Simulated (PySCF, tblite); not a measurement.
**CH₇PSi₂ (triplet), a small gas-phase stand-in for a defect centre: EPR parameters**

Wanted: the EPR parameters for `[SiH3][C]P[SiH3]`. It is drawn as: twofold C.

Computed with tblite 0.8.0 and PySCF 2.14.0; each step states its level. No surroundings beyond the atoms listed, unless a continuum is named. Atoms count from 0, parts from 1.

### 1 The system as given

11 atoms, charge 0, multiplicity 3; geometry: distance geometry start.

### 2 Geometry optimisation with GFN2-xTB

What the job is given:

```
{"job": {"kind": "relax", "xc": "GFN2-xTB", "basis": "xTB"}, "charge": 0, "multiplicity": 3}
C     -0.972805     1.016081    -0.224888
Si    -0.898011     2.598337    -1.174123
P     -0.756432    -0.485647     0.781911
Si     0.708605    -0.299217     2.417879
H     -0.306101     2.349003    -2.423378
H     -0.123466     3.549218    -0.460555
H     -2.207604     3.092688    -1.366365
H     -0.767554    -1.658574     0.092623
H      1.359072     0.937298     2.353993
H      1.659029    -1.338964     2.294158
H      0.007215    -0.426607     3.648384
```

Method: GFN2-xTB geometry optimisation, gas phase.

Command:

```console
$ OMP_NUM_THREADS=1 python cluster_run.py task.json out
```

This one command runs all jobs of the session in turn.

**Question.** The jobs that follow are: PBE0-D3(BJ)/def2-SVP geometry optimisation, gas phase; UKS B3LYP, IGLO-III on C P Si, pcH-1 on H, non-relativistic, mean-field spin-orbit, GIAO; UKS BHandHLYP, IGLO-III on C P Si, pcH-1 on H, non-relativistic, mean-field spin-orbit, GIAO. Predict: point group; rotational constants (main isotopes); D, E (B3LYP); g(iso) (B3LYP); ⟨S²⟩; largest a(iso); potential on the surface of density 0.002 e/bohr³, 1st and 99th percentile.

**Answer**, as computed:

```
                                                                  quantity                 value
                                                               point group                    C1
                                      rotational constants (main isotopes)  6.92, 1.34, 1.17 GHz
                                                              D, E (B3LYP)     0.520, 0.009 cm⁻¹
                                                            g(iso) (B3LYP)               2.00218
                                                                      ⟨S²⟩    2.013 (exact 2.00)
                                                            largest a(iso)   13C on C0, 88.7 MHz
potential on the surface of density 0.002 e/bohr³, 1st and 99th percentile    -0.34 V and 1.09 V
```

The start of the PBE0/def2-SVP relaxation was shaken at random by about 0.01 Å, so part of the energy gained, and of the first lengths quoted, undoes that. Relaxing lowered the energy by 0.204 eV in 8 steps; the close pair that moved most is Si3–H9, from 1.431 to 1.492 Å (PBE0/def2-SVP). C0 carries the largest spin population, 1.63 e. The isotropic g lies 0.1 ppt below the free-electron value. The coupling of 13C on C0 runs from 88.7 (B3LYP/IGLO-III+pcH-1) to 111.6 MHz (BHandHLYP/IGLO-III+pcH-1). The triplet was assumed; the singlet may lie lower. A capped cluster stands for the solid here, so long-range fields and strain are missing, and bands or shifts of the capping hydrogens have no counterpart in it.
